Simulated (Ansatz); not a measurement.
**GeH (quartet): RPA-PBE over a scan of the distance Ge1–H2, cc-pVTZ**

How well do these functionals follow the top wave-function level for GeH (quartet) over a scan of the distance Ge1–H2?

The runs use Ansatz 0.2.0, Gaussian basis; cc-pVTZ, all electrons in the functionals, frozen cores in the correlation of double hybrids and RPA.

To be run: RPA-PBE, at 1.243 Å; 1.382 Å; 1.572 Å; 1.731 Å; 1.932 Å; 2.196 Å; 2.561 Å; 2.871 Å; 3.396 Å; 4.298 Å; 5.334 Å.

18 further runs of the same task are left out: 2 for a mislabelled method, 10 that didn't finish, 6 set aside as unsound or not needed.

## 1. The geometry

The geometry derives from a PBE0/def2-TZVP stationary point (not a proven minimum). One bond is set to the value named and the two fragments are kept rigid. No spin-orbit coupling is included. The filled d shell of Ge may be among the frozen orbitals whatever the setting's name suggests; the logs give the count.

2 atoms, charge 0, spin multiplicity 4.

Atoms are counted from 1 here; the program's logs count them from 0.

Bond lengths: Ge1–H2 1.572 Å.

No dispersion term is added.

The geometry shown and the zero of energy belong to the point 1.572 Å. The yardstick, FCI, and other wave-function levels (R restricted, U unrestricted, valence and pair active spaces) come from earlier runs.

## 2. RPA-PBE, 1.243 Å

Contents of in.yaml:

```yaml
crystal:
  periodic: [false, false, false]
  atoms:
    - {symbol: Ge, position_ang: [0.000000, 0.000000, 0.000000]}
    - {symbol: H, position_ang: [0.000000, 0.000000, 1.243000]}
basis:
  gaussian: {orbitals: cc-pVTZ}
magnetization: {spin_polarized: true, initial_magnetization: 3}
hamiltonian: {xc: {name: PBE}}
correlation: {method: rpa, electrons: outside_noble_gas}
```

Started as:

```console
> ansatz run in.yaml --threads 1 --pin off --events-out ev --progress --plain --max-ram 2393MiB
```

The program printed:

```text
Functional definition: PBE
  name "PBE"
  cite "Perdew, Burke & Ernzerhof, Phys. Rev. Lett. 77, 3865 (1996) doi:10.1103/PhysRevLett.77.3865"
  parent pbe
  parameter kappa = 0.804
  parameter beta = 0.06672455060314922
  exchange = pbe_x(kappa = kappa, mu = beta*pi^2/3)
  correlation = pbe_c(beta = beta)
358 factors; integrals over basis functions are off by at most 9.3e-4 eV
mean field evaluation 1: about -56520.8104 eV, gradient 1.3e1 eV
mean field evaluation 2: about -56520.8094 eV, gradient 1.3e1 eV
mean field evaluation 4: about -56521.5618 eV, gradient 2.0e0 eV
mean field evaluation 8: about -56521.5928 eV, gradient 1.4e-1 eV
mean field evaluation 16: about -56521.5929 eV, gradient 5.1e-6 eV
mean field -56521.59286775 eV, -2077.1302261782 hartree, gradient 5.1e-6 eV, S^2 3.750942; 0 other end points of the search recorded, 0 dependent functions left out
14 core orbitals not correlated: weight in the atoms' cores, before any rotation towards them, 0.994 or more for the frozen orbitals, at most 0.003 for the correlated occupied ones
reference -56486.12326111 eV, -2075.8267421762 hartree; 4, 1 occupied and 39, 42 virtual orbitals, 358 factors
Total energy: -56490.08445346 eV, -2075.9723133103 hartree
```

Wall time 0.69 s (1 thread of AMD EPYC 9R14, shared host).

From the report: ⟨S²⟩ of the determinant 3.751 (pure quartet: 3.75).

## 3. RPA-PBE, 1.382 Å

Changes to in.yaml since step 2:

```diff
@@ -4,3 +4,3 @@
     - {symbol: Ge, position_ang: [0.000000, 0.000000, 0.000000]}
-    - {symbol: H, position_ang: [0.000000, 0.000000, 1.243000]}
+    - {symbol: H, position_ang: [0.000000, 0.000000, 1.382000]}
 basis:
```

Same command.

The program printed:

```text
Functional definition: PBE
  name "PBE"
  cite "Perdew, Burke & Ernzerhof, Phys. Rev. Lett. 77, 3865 (1996) doi:10.1103/PhysRevLett.77.3865"
  parent pbe
  parameter kappa = 0.804
  parameter beta = 0.06672455060314922
  exchange = pbe_x(kappa = kappa, mu = beta*pi^2/3)
  correlation = pbe_c(beta = beta)
358 factors; integrals over basis functions are off by at most 1.4e-3 eV
mean field evaluation 1: about -56521.9234 eV, gradient 1.2e1 eV
mean field evaluation 2: about -56521.9217 eV, gradient 1.2e1 eV
mean field evaluation 4: about -56522.4587 eV, gradient 2.2e0 eV
mean field evaluation 8: about -56522.4953 eV, gradient 4.8e-2 eV
mean field evaluation 16: about -56522.4954 eV, gradient 2.9e-7 eV
mean field -56522.49535020 eV, -2077.1633917964 hartree, gradient 3.0e-7 eV, S^2 3.751061; 0 other end points of the search recorded, 0 dependent functions left out
14 core orbitals not correlated: weight in the atoms' cores, before any rotation towards them, 0.997 or more for the frozen orbitals, at most 0.002 for the correlated occupied ones
reference -56486.98944169 eV, -2075.8585737255 hartree; 4, 1 occupied and 39, 42 virtual orbitals, 358 factors
Total energy: -56491.01971140 eV, -2076.0066834057 hartree
```

Wall time 0.69 s (1 thread of AMD EPYC 9R14, shared host).

From the report: ⟨S²⟩ of the determinant 3.751 (pure quartet: 3.75).

## 4. RPA-PBE, 1.572 Å

Changes to in.yaml since step 3:

```diff
@@ -4,3 +4,3 @@
     - {symbol: Ge, position_ang: [0.000000, 0.000000, 0.000000]}
-    - {symbol: H, position_ang: [0.000000, 0.000000, 1.382000]}
+    - {symbol: H, position_ang: [0.000000, 0.000000, 1.571873]}
 basis:
```

Launched as before.

The program printed:

```text
Functional definition: PBE
  name "PBE"
  cite "Perdew, Burke & Ernzerhof, Phys. Rev. Lett. 77, 3865 (1996) doi:10.1103/PhysRevLett.77.3865"
  parent pbe
  parameter kappa = 0.804
  parameter beta = 0.06672455060314922
  exchange = pbe_x(kappa = kappa, mu = beta*pi^2/3)
  correlation = pbe_c(beta = beta)
360 factors; integrals over basis functions are off by at most 9.2e-4 eV
mean field evaluation 1: about -56522.4790 eV, gradient 1.0e1 eV
mean field evaluation 2: about -56522.4763 eV, gradient 1.0e1 eV
mean field evaluation 4: about -56522.7972 eV, gradient 2.2e0 eV
mean field evaluation 8: about -56522.8373 eV, gradient 1.1e-1 eV
mean field evaluation 16: about -56522.8374 eV, gradient 6.2e-6 eV
mean field -56522.83738993 eV, -2077.1759615245 hartree, gradient 6.2e-6 eV, S^2 3.751721; 0 other end points of the search recorded, 0 dependent functions left out
14 core orbitals not correlated: weight in the atoms' cores, before any rotation towards them, 0.998 or more for the frozen orbitals, at most 0.001 for the correlated occupied ones
reference -56487.22582715 eV, -2075.8672607309 hartree; 4, 1 occupied and 39, 42 virtual orbitals, 360 factors
Total energy: -56491.35576334 eV, -2076.0190330866 hartree
```

Run time: 0.66 s. Hardware: 1 thread of AMD EPYC 9R14, shared host.

From the report: ⟨S²⟩ of the determinant 3.752 (pure quartet: 3.75).

## 5. RPA-PBE, 1.731 Å

Changes to in.yaml since step 4:

```diff
@@ -4,3 +4,3 @@
     - {symbol: Ge, position_ang: [0.000000, 0.000000, 0.000000]}
-    - {symbol: H, position_ang: [0.000000, 0.000000, 1.571873]}
+    - {symbol: H, position_ang: [0.000000, 0.000000, 1.731000]}
 basis:
```

The command is unchanged.

The program printed:

```text
Functional definition: PBE
  name "PBE"
  cite "Perdew, Burke & Ernzerhof, Phys. Rev. Lett. 77, 3865 (1996) doi:10.1103/PhysRevLett.77.3865"
  parent pbe
  parameter kappa = 0.804
  parameter beta = 0.06672455060314922
  exchange = pbe_x(kappa = kappa, mu = beta*pi^2/3)
  correlation = pbe_c(beta = beta)
361 factors; integrals over basis functions are off by at most 1.1e-3 eV
mean field evaluation 1: about -56522.5067 eV, gradient 9.3e0 eV
mean field evaluation 2: about -56522.5047 eV, gradient 9.3e0 eV
mean field evaluation 4: about -56522.7451 eV, gradient 1.8e0 eV
mean field evaluation 8: about -56522.7690 eV, gradient 1.4e-2 eV
mean field evaluation 16: about -56522.7690 eV, gradient 2.3e-6 eV
mean field -56522.76895934 eV, -2077.1734467469 hartree, gradient 2.3e-6 eV, S^2 3.752903; 0 other end points of the search recorded, 0 dependent functions left out
14 core orbitals not correlated: weight in the atoms' cores, before any rotation towards them, 0.999 or more for the frozen orbitals, at most 0.000 for the correlated occupied ones
reference -56487.07056723 eV, -2075.8615550340 hartree; 4, 1 occupied and 39, 42 virtual orbitals, 361 factors
Total energy: -56491.25288798 eV, -2076.0152524868 hartree
```

Run time: 0.66 s. Hardware: 1 thread of AMD EPYC 9R14, shared host.

From the report: ⟨S²⟩ of the determinant 3.753 (pure quartet: 3.75).

From 1.572 Å: +9.9 kJ/mol.

## 6. RPA-PBE, 1.932 Å

Changes to in.yaml since step 5:

```diff
@@ -4,3 +4,3 @@
     - {symbol: Ge, position_ang: [0.000000, 0.000000, 0.000000]}
-    - {symbol: H, position_ang: [0.000000, 0.000000, 1.731000]}
+    - {symbol: H, position_ang: [0.000000, 0.000000, 1.932000]}
 basis:
```

Launched as before.

The program printed:

```text
Functional definition: PBE
  name "PBE"
  cite "Perdew, Burke & Ernzerhof, Phys. Rev. Lett. 77, 3865 (1996) doi:10.1103/PhysRevLett.77.3865"
  parent pbe
  parameter kappa = 0.804
  parameter beta = 0.06672455060314922
  exchange = pbe_x(kappa = kappa, mu = beta*pi^2/3)
  correlation = pbe_c(beta = beta)
359 factors; integrals over basis functions are off by at most 1.3e-3 eV
mean field evaluation 1: about -56522.3117 eV, gradient 8.7e0 eV
mean field evaluation 2: about -56522.3098 eV, gradient 8.7e0 eV
mean field evaluation 4: about -56522.5473 eV, gradient 6.7e-1 eV
mean field evaluation 8: about -56522.5496 eV, gradient 4.1e-2 eV
mean field -56522.54963612 eV, -2077.1653867672 hartree, gradient 8.0e-6 eV, S^2 3.754446; 0 other end points of the search recorded, 0 dependent functions left out
14 core orbitals not correlated: weight in the atoms' cores, before any rotation towards them, 0.999 or more for the frozen orbitals, at most 0.000 for the correlated occupied ones
reference -56486.81248512 eV, -2075.8520706915 hartree; 4, 1 occupied and 39, 42 virtual orbitals, 359 factors
Total energy: -56490.98319700 eV, -2076.0053415261 hartree
```

Wall time 0.66 s (1 thread of AMD EPYC 9R14, shared host).

From the report: ⟨S²⟩ of the determinant 3.754 (pure quartet: 3.75).

From 1.572 Å: +35.9 kJ/mol.

## 7. RPA-PBE, 2.196 Å

Changes to in.yaml since step 6:

```diff
@@ -4,3 +4,3 @@
     - {symbol: Ge, position_ang: [0.000000, 0.000000, 0.000000]}
-    - {symbol: H, position_ang: [0.000000, 0.000000, 1.932000]}
+    - {symbol: H, position_ang: [0.000000, 0.000000, 2.196000]}
 basis:
```

Launched as before.

The program printed:

```text
Functional definition: PBE
  name "PBE"
  cite "Perdew, Burke & Ernzerhof, Phys. Rev. Lett. 77, 3865 (1996) doi:10.1103/PhysRevLett.77.3865"
  parent pbe
  parameter kappa = 0.804
  parameter beta = 0.06672455060314922
  exchange = pbe_x(kappa = kappa, mu = beta*pi^2/3)
  correlation = pbe_c(beta = beta)
360 factors; integrals over basis functions are off by at most 1.2e-3 eV
mean field evaluation 1: about -56522.0110 eV, gradient 8.4e0 eV
mean field evaluation 2: about -56522.0088 eV, gradient 8.4e0 eV
mean field evaluation 4: about -56522.2825 eV, gradient 8.9e-1 eV
mean field evaluation 8: about -56522.2904 eV, gradient 2.1e-2 eV
mean field evaluation 16: about -56522.2904 eV, gradient 1.4e-6 eV
mean field -56522.29037082 eV, -2077.1558589431 hartree, gradient 1.4e-6 eV, S^2 3.754251; 0 other end points of the search recorded, 0 dependent functions left out
14 core orbitals not correlated: weight in the atoms' cores, before any rotation towards them, 0.999 or more for the frozen orbitals, at most 0.000 for the correlated occupied ones
reference -56486.62847520 eV, -2075.8453084516 hartree; 4, 1 occupied and 39, 42 virtual orbitals, 360 factors
Total energy: -56490.70071536 eV, -2075.9949605171 hartree
```

It took 0.69 s on 1 thread of AMD EPYC 9R14, shared host.

From the report: ⟨S²⟩ of the determinant 3.754 (pure quartet: 3.75).

From 1.572 Å: +63.2 kJ/mol.

## 8. RPA-PBE, 2.561 Å

Changes to in.yaml since step 7:

```diff
@@ -4,3 +4,3 @@
     - {symbol: Ge, position_ang: [0.000000, 0.000000, 0.000000]}
-    - {symbol: H, position_ang: [0.000000, 0.000000, 2.196000]}
+    - {symbol: H, position_ang: [0.000000, 0.000000, 2.561000]}
 basis:
```

Same command.

The program printed:

```text
Functional definition: PBE
  name "PBE"
  cite "Perdew, Burke & Ernzerhof, Phys. Rev. Lett. 77, 3865 (1996) doi:10.1103/PhysRevLett.77.3865"
  parent pbe
  parameter kappa = 0.804
  parameter beta = 0.06672455060314922
  exchange = pbe_x(kappa = kappa, mu = beta*pi^2/3)
  correlation = pbe_c(beta = beta)
356 factors; integrals over basis functions are off by at most 8.0e-4 eV
mean field evaluation 1: about -56521.7875 eV, gradient 8.2e0 eV
mean field evaluation 2: about -56521.7851 eV, gradient 8.2e0 eV
mean field evaluation 4: about -56522.0777 eV, gradient 7.5e-1 eV
mean field evaluation 8: about -56522.0818 eV, gradient 2.2e-2 eV
mean field evaluation 16: about -56521.2845 eV, gradient 3.0e0 eV
mean field evaluation 32: about -56521.9966 eV, gradient 9.3e-1 eV
mean field -56522.08177846 eV, -2077.1481933155 hartree, gradient 8.3e-6 eV, S^2 3.752597; 7 other end points of the search recorded, 0 dependent functions left out
14 core orbitals not correlated: weight in the atoms' cores, before any rotation towards them, 0.999 or more for the frozen orbitals, at most 0.000 for the correlated occupied ones
reference -56486.56076440 eV, -2075.8428201256 hartree; 4, 1 occupied and 39, 42 virtual orbitals, 356 factors
Total energy: -56490.54375377 eV, -2075.9891922852 hartree
```

Wall time 1.7 s (1 thread of AMD EPYC 9R14, shared host).

From the report: ⟨S²⟩ of the determinant 3.753 (pure quartet: 3.75).

From 1.572 Å: +78.3 kJ/mol.

## 9. RPA-PBE, 2.871 Å

Changes to in.yaml since step 8:

```diff
@@ -4,3 +4,3 @@
     - {symbol: Ge, position_ang: [0.000000, 0.000000, 0.000000]}
-    - {symbol: H, position_ang: [0.000000, 0.000000, 2.561000]}
+    - {symbol: H, position_ang: [0.000000, 0.000000, 2.871000]}
 basis:
```

Same command.

The program printed:

```text
Functional definition: PBE
  name "PBE"
  cite "Perdew, Burke & Ernzerhof, Phys. Rev. Lett. 77, 3865 (1996) doi:10.1103/PhysRevLett.77.3865"
  parent pbe
  parameter kappa = 0.804
  parameter beta = 0.06672455060314922
  exchange = pbe_x(kappa = kappa, mu = beta*pi^2/3)
  correlation = pbe_c(beta = beta)
355 factors; integrals over basis functions are off by at most 2.1e-3 eV
mean field evaluation 1: about -56521.7324 eV, gradient 8.1e0 eV
mean field evaluation 2: about -56521.7302 eV, gradient 8.1e0 eV
mean field evaluation 4: about -56521.9845 eV, gradient 7.7e-1 eV
mean field evaluation 8: about -56521.9876 eV, gradient 1.8e-2 eV
mean field evaluation 16: about -56521.5369 eV, gradient 2.9e0 eV
mean field evaluation 32: about -56521.5369 eV, gradient 2.9e0 eV
mean field -56521.98756905 eV, -2077.1447311833 hartree, gradient 4.4e-6 eV, S^2 3.752128; 7 other end points of the search recorded, 0 dependent functions left out
14 core orbitals not correlated: weight in the atoms' cores, before any rotation towards them, 0.999 or more for the frozen orbitals, at most 0.000 for the correlated occupied ones
reference -56486.55606925 eV, -2075.8426475819 hartree; 4, 1 occupied and 39, 42 virtual orbitals, 355 factors
Total energy: -56490.51714144 eV, -2075.9882143000 hartree
```

Wall time 1.7 s (1 thread of AMD EPYC 9R14, shared host).

From the report: ⟨S²⟩ of the determinant 3.752 (pure quartet: 3.75).

From 1.572 Å: +80.9 kJ/mol.

## 10. RPA-PBE, 3.396 Å

Changes to in.yaml since step 9:

```diff
@@ -4,3 +4,3 @@
     - {symbol: Ge, position_ang: [0.000000, 0.000000, 0.000000]}
-    - {symbol: H, position_ang: [0.000000, 0.000000, 2.871000]}
+    - {symbol: H, position_ang: [0.000000, 0.000000, 3.396000]}
 basis:
```

Same command.

The program printed:

```text
Functional definition: PBE
  name "PBE"
  cite "Perdew, Burke & Ernzerhof, Phys. Rev. Lett. 77, 3865 (1996) doi:10.1103/PhysRevLett.77.3865"
  parent pbe
  parameter kappa = 0.804
  parameter beta = 0.06672455060314922
  exchange = pbe_x(kappa = kappa, mu = beta*pi^2/3)
  correlation = pbe_c(beta = beta)
351 factors; integrals over basis functions are off by at most 1.5e-3 eV
mean field evaluation 1: about -56521.7168 eV, gradient 8.0e0 eV
mean field evaluation 2: about -56521.7153 eV, gradient 8.0e0 eV
mean field evaluation 4: about -56521.9112 eV, gradient 8.2e-1 eV
mean field evaluation 8: about -56521.9140 eV, gradient 3.9e-3 eV
mean field evaluation 16: about -56521.7193 eV, gradient 2.9e0 eV
mean field evaluation 32: about -56521.8313 eV, gradient 1.7e0 eV
mean field evaluation 64: about -56521.8009 eV, gradient 2.1e-1 eV
mean field -56521.91402716 eV, -2077.1420285686 hartree, gradient 3.0e-6 eV, S^2 3.752047; 9 other end points of the search recorded, 0 dependent functions left out
14 core orbitals not correlated: weight in the atoms' cores, before any rotation towards them, 0.999 or more for the frozen orbitals, at most 0.000 for the correlated occupied ones
reference -56486.57753557 eV, -2075.8434364548 hartree; 4, 1 occupied and 39, 42 virtual orbitals, 351 factors
Total energy: -56490.53912654 eV, -2075.9890222378 hartree
```

It took 2.3 s on 1 thread of AMD EPYC 9R14, shared host.

From the report: ⟨S²⟩ of the determinant 3.752 (pure quartet: 3.75).

From 1.572 Å: +78.8 kJ/mol.

## 11. RPA-PBE, 4.298 Å

Changes to in.yaml since step 10:

```diff
@@ -4,3 +4,3 @@
     - {symbol: Ge, position_ang: [0.000000, 0.000000, 0.000000]}
-    - {symbol: H, position_ang: [0.000000, 0.000000, 3.396000]}
+    - {symbol: H, position_ang: [0.000000, 0.000000, 4.298000]}
 basis:
```

Same command.

The program printed:

```text
Functional definition: PBE
  name "PBE"
  cite "Perdew, Burke & Ernzerhof, Phys. Rev. Lett. 77, 3865 (1996) doi:10.1103/PhysRevLett.77.3865"
  parent pbe
  parameter kappa = 0.804
  parameter beta = 0.06672455060314922
  exchange = pbe_x(kappa = kappa, mu = beta*pi^2/3)
  correlation = pbe_c(beta = beta)
351 factors; integrals over basis functions are off by at most 4.1e-4 eV
mean field evaluation 1: about -56521.7084 eV, gradient 8.0e0 eV
mean field evaluation 2: about -56521.7066 eV, gradient 8.0e0 eV
mean field evaluation 4: about -56521.8793 eV, gradient 8.1e-1 eV
mean field evaluation 8: about -56521.8819 eV, gradient 2.8e-3 eV
mean field evaluation 16: about -56521.8819 eV, gradient 1.2e-6 eV
mean field evaluation 32: about -56521.8697 eV, gradient 2.5e-1 eV
mean field evaluation 64: about -56521.8699 eV, gradient 4.8e-2 eV
mean field evaluation 96: about -56521.8792 eV, gradient 2.7e-1 eV
mean field -56521.88190597 eV, -2077.1408481369 hartree, gradient 4.3e-9 eV, S^2 3.752051; 8 other end points of the search recorded, 0 dependent functions left out
14 core orbitals not correlated: weight in the atoms' cores, before any rotation towards them, 0.999 or more for the frozen orbitals, at most 0.000 for the correlated occupied ones
reference -56486.60072407 eV, -2075.8442886163 hartree; 4, 1 occupied and 39, 42 virtual orbitals, 351 factors
Total energy: -56490.57394535 eV, -2075.9903018052 hartree
```

It took 4.7 s on 1 thread of AMD EPYC 9R14, shared host.

From the report: ⟨S²⟩ of the determinant 3.752 (pure quartet: 3.75).

From 1.572 Å: +75.4 kJ/mol.

## 12. RPA-PBE, 5.334 Å

Changes to in.yaml since step 11:

```diff
@@ -4,3 +4,3 @@
     - {symbol: Ge, position_ang: [0.000000, 0.000000, 0.000000]}
-    - {symbol: H, position_ang: [0.000000, 0.000000, 4.298000]}
+    - {symbol: H, position_ang: [0.000000, 0.000000, 5.334000]}
 basis:
```

The command is unchanged.

The program printed:

```text
Functional definition: PBE
  name "PBE"
  cite "Perdew, Burke & Ernzerhof, Phys. Rev. Lett. 77, 3865 (1996) doi:10.1103/PhysRevLett.77.3865"
  parent pbe
  parameter kappa = 0.804
  parameter beta = 0.06672455060314922
  exchange = pbe_x(kappa = kappa, mu = beta*pi^2/3)
  correlation = pbe_c(beta = beta)
349 factors; integrals over basis functions are off by at most 1.6e-4 eV
mean field evaluation 1: about -56521.7036 eV, gradient 8.0e0 eV
mean field evaluation 2: about -56521.7014 eV, gradient 8.0e0 eV
mean field evaluation 4: about -56521.8726 eV, gradient 8.1e-1 eV
mean field evaluation 8: about -56521.8751 eV, gradient 3.4e-4 eV
mean field evaluation 16: about -56521.8746 eV, gradient 2.5e-1 eV
mean field evaluation 32: about -56521.8753 eV, gradient 7.6e-4 eV
mean field evaluation 64: about -56521.8761 eV, gradient 4.8e-2 eV
mean field evaluation 96: about -56521.8753 eV, gradient 1.1e-2 eV
mean field evaluation 128: about -56521.8752 eV, gradient 5.5e-2 eV
mean field evaluation 160: about -56521.8753 eV, gradient 2.3e-3 eV
mean field evaluation 192: about -56521.8751 eV, gradient 1.4e-6 eV
mean field -56521.87529936 eV, -2077.1406053483 hartree, gradient 2.2e-10 eV, S^2 3.752050; 13 other end points of the search recorded, 0 dependent functions left out
14 core orbitals not correlated: weight in the atoms' cores, before any rotation towards them, 0.999 or more for the frozen orbitals, at most 0.000 for the correlated occupied ones
reference -56486.60587667 eV, -2075.8444779711 hartree; 4, 1 occupied and 39, 42 virtual orbitals, 349 factors
Total energy: -56490.58088770 eV, -2075.9905569322 hartree
```

Run time: 8.5 s. Hardware: 1 thread of AMD EPYC 9R14, shared host.

From the report: ⟨S²⟩ of the determinant 3.752 (pure quartet: 3.75).

From 1.572 Å: +74.8 kJ/mol.

## 13. Against the wave-function levels

The yardstick is full CI for this spin, exact in this basis with these frozen cores. It comes from earlier runs at the same points. Energies in kJ/mol, counted from 1.572 Å; blanks weren't run or aren't comparable.

| level | 1.243 Å | 1.382 Å | 1.572 Å | 1.731 Å | 1.932 Å | 2.196 Å | 2.561 Å | 2.871 Å | 3.396 Å | 4.298 Å | 5.334 Å |
| --- | --- | --- | --- | --- | --- | --- | --- | --- | --- | --- | --- |
| FCI | 120.3 | 30.8 | 0.0 | 11.1 | 38.7 | 69.5 | 90.5 | 97.5 | 101.8 | 103.4 | 103.7 |
| RPA-PBE | 122.7 | 32.4 | 0.0 | 9.9 | 35.9 | 63.2 | 78.3 | 80.9 | 78.8 | 75.4 | 74.8 |

Largest miss and mean time a point (FCI took 43 s a point; shared hosts):

| level | largest miss (kJ/mol) | where | time a point |
| --- | --- | --- | --- |
| RPA-PBE | -28.9 | 5.334 Å | 2.1 s |

## 14. Results

| quantity | value |
| --- | --- |
| span of the FCI curve | 120.3 kJ/mol |
| largest miss, RPA-PBE | -28.9 kJ/mol (5.334 Å) |

RPA-PBE strays by up to 28.9 kJ/mol, at 5.334 Å. Functionals and the yardstick converge differently with the basis, so part of each miss in cc-pVTZ is the basis.
